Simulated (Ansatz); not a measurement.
# TiSi16: the cost of one run

Method: DFT PBEsol, plane waves, PAW, scalar-relativistic, no spin polarisation, in Ansatz 0.2.0.

## (1) The system as given

The cell holds 17 atoms (Si16Ti): a = 7.679 Å, b = 7.679 Å, c = 7.679 Å, α = 60.00°, β = 60.00°, γ = 60.00°.

Its coordinates follow in the input file.

## (2) Relaxing the start

File input.yaml:

```yaml
accuracy: low
crystal:
  lattice:
    - [0.0, 5.43, 5.43]
    - [5.43, 0.0, 5.43]
    - [5.43, 5.43, 0.0]
  atoms:
    - { symbol: Si, position: [0.0, 0.0, 0.0] }
    - { symbol: Si, position: [0.125, 0.125, 0.125] }
    - { symbol: Si, position: [0.0, 0.0, 0.5] }
    - { symbol: Si, position: [0.125, 0.125, 0.625] }
    - { symbol: Si, position: [0.0, 0.5, 0.0] }
    - { symbol: Si, position: [0.125, 0.625, 0.125] }
    - { symbol: Si, position: [0.0, 0.5, 0.5] }
    - { symbol: Si, position: [0.125, 0.625, 0.625] }
    - { symbol: Si, position: [0.5, 0.0, 0.0] }
    - { symbol: Si, position: [0.625, 0.125, 0.125] }
    - { symbol: Si, position: [0.5, 0.0, 0.5] }
    - { symbol: Si, position: [0.625, 0.125, 0.625] }
    - { symbol: Si, position: [0.5, 0.5, 0.0] }
    - { symbol: Si, position: [0.625, 0.625, 0.125] }
    - { symbol: Si, position: [0.5, 0.5, 0.5] }
    - { symbol: Si, position: [0.625, 0.625, 0.625] }
    - { symbol: Ti, position: [0.2506763, 0.7453557, 0.2497282] }
basis:
  ecutwfc: 420.0
kpoints:
  mp_grid: { grid: [2, 2, 2] }
hamiltonian:
  xc: pbesol
  pseudopotentials: { kind: paw, azcp: { folder: soft_1 } }
scf:
  occupations: { method: fermi_dirac, width: 0.05 }
  lower_state_search: "off"
relax:
  f_tol: 0.08
  max_steps: 25
  adjacent_minimum: "off"
```

Run with:

```
ansatz run input.yaml --threads 1 --pin off --max-ram 3072MiB --backend cpu --events-out ev --progress --plain --runs-dir out
```

What time and memory should one allow on 1 thread of Arm Neoverse V2, shared host?

About 17 s, with a peak of 0.54 GiB.
